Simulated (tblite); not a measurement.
# CH3Cl2GeO: the cost of one run

Computed with tblite 0.8.0 and PySCF 2.14.0; each step states its level. No surroundings beyond the atoms listed, unless a continuum is named. Atoms count from 0, parts from 1.

## Step 1: The system as given

8 atoms, charge 0, multiplicity 2; geometry: distance geometry start.

## Step 2: Relaxing the cluster with GFN2-xTB

The job: settings as JSON, then the geometry in Å.

```
{"job": {"kind": "relax", "xc": "GFN2-xTB", "basis": "xTB"}, "charge": 0, "multiplicity": 2}
Ge    -0.352092     0.416376     0.015865
O     -1.662784    -0.566371    -0.756661
Cl    -0.525200     0.589005     2.146078
Cl    -0.501444     2.371742    -0.869668
C      1.321791    -0.362627    -0.432227
H     -1.844834    -1.358450    -0.181272
H      2.163478     0.284638    -0.010421
H      1.450485    -1.329306     0.136170
```

Level: GFN2-xTB geometry optimisation, gas phase.

Started as:

```bash
> OMP_NUM_THREADS=1 python cluster_run.py task.json out
```

The driver reads the jobs from task.json and runs them one after another.

Q: Estimate the wall time of this first job on 1 thread of Arm Neoverse V1, shared host.

About 1.6 s.
